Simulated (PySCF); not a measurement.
# C2H9FGeSi: the cost of one run

Programs: PySCF 2.14.0, with density-fitted response routines of our own. Each step states its level of theory. These are calculated values for one molecule in the gas phase, unless marked as measured. Atoms count from 0, in the outputs and in this text.

### 1 Starting geometry

14 atoms, charge 0, multiplicity 1; geometry from: PBE0-D3(BJ)/def2-SVP.

Bonds of the start (Å): C0–Si1 1.88, Si1–C2 1.90, C2–F3 1.40, C2–Ge4 1.98, C0–H5 1.10, C0–H6 1.10, C0–H7 1.10, Si1–H8 1.50, Si1–H9 1.50, C2–H10 1.11, Ge4–H11 1.54, Ge4–H12 1.54, Ge4–H13 1.54.

### 2 X-ray photoelectron lines: SCAN, X2C

What the job is given:

```
{"job": {"kind": "xps"}, "charge": 0, "multiplicity": 1}
C     -1.767467     0.801533     0.376000
Si    -1.086327    -0.917426     0.039810
C      0.639928    -0.791734    -0.748607
F      1.076846    -2.074496    -1.087599
Ge     2.032100     0.010373     0.400333
H     -2.780781     0.737007     0.801198
H     -1.828678     1.391361    -0.551792
H     -1.135593     1.350629     1.090692
H     -1.976406    -1.669612    -0.897054
H     -0.967382    -1.698375     1.309192
H      0.578780    -0.193373    -1.677143
H      2.164900    -0.826680     1.683534
H      3.370782     0.011784    -0.357943
H      1.641947     1.456191     0.766353
```

Level: delta-SCF UKS SCAN, pcX-2 on the ionised atom, pcseg-1 elsewhere, spin-free X2C.

Started as:

```sh
$ OMP_NUM_THREADS=1 python probes_run.py task.json out
```

One launch serves the whole session: the jobs run in the order shown.

Q: Estimate the wall time and peak memory of this first job on 1 thread of Arm Neoverse V1, shared host.

About 35 s, with a peak of 0.6 GiB.
